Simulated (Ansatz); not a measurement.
The system is LaBi2ClO4.

```
Bi La Cl O
1.0
     3.98890    0.00000    0.00000
     0.00000    3.98890    0.00000
     0.00000    0.00000    9.33319
Bi La Cl O
2 1 1 4
Direct
  0.50000 0.50000 0.72162
  0.50000 0.50000 0.27838
  0.00000 0.00000 0.00000
  0.00000 0.00000 0.50000
  0.50000 0.00000 0.83834
  0.50000 0.00000 0.16166
  0.00000 0.50000 0.83834
  0.00000 0.50000 0.16166
```

The cell is a database's computed one.

* Program: Ansatz 0.2.0
* Task: relaxation of cell and atoms
* Functional: PBEsol
* Potentials or basis: Ansatz PAW
* Cutoff: 420 eV (not typed: the program's choice for these potentials)
* k mesh: 7 × 7 × 3
* Occupations: fermi-dirac, width 0.05 eV
* Spin: no spin polarisation
* Hubbard terms: La f U = 4 eV

At the start: volume 18.56 Å³/atom.

Q: How do energy, volume and symmetry change on relaxing?

A: It ends after 7 steps and the volume is 17.50 Å³/atom (-5.7 %); space group P4/mmm (No. 123, to 0.05 Å).

Step by step:
| step | energy change (eV) | largest force (eV/Å) | volume (Å³) |
| --- | --- | --- | --- |
| 1 | 0.0000 | 0.3066 | 148.50 |
| 2 | -0.0967 | 0.1783 | 138.84 |
| 3 | -0.1076 | 0.0586 | 140.59 |
| 4 | -0.1085 | 0.0077 | 140.50 |
| 5 | -0.0948 | 0.0073 | 140.50 |
| 6 | -0.0962 | 0.0052 | 140.01 |
| 7 | -0.0949 | 0.0052 | 140.01 |

Final structure:
```yaml
crystal:
  lattice:
    - [3.94001, 0.00000, 0.00000]
    - [0.00000, 3.94001, 0.00000]
    - [0.00000, 0.00000, 9.01932]
  atoms:
    - { symbol: Bi, position: [0.50000, 0.50000, 0.71276] }
    - { symbol: Bi, position: [0.50000, 0.50000, 0.28724] }
    - { symbol: La, position: [0.00000, 0.00000, 0.00000] }
    - { symbol: Cl, position: [0.00000, 0.00000, 0.50000] }
    - { symbol: O, position: [0.50000, 0.00000, 0.83207] }
    - { symbol: O, position: [0.50000, 0.00000, 0.16793] }
    - { symbol: O, position: [0.00000, 0.50000, 0.83207] }
    - { symbol: O, position: [0.00000, 0.50000, 0.16793] }
```

Caveat: the magnetic or orbital state may not be the lowest; the plane-wave basis is chosen anew once the cell has moved, so the energies of steps on either side of that aren't comparable; the pressure holds a Pulay correction of +0.4 GPa for the finite cutoff; the PAW data sets come from PBE, with cores solved anew for the run's functional, which leaves a small shift of forces and pressure.
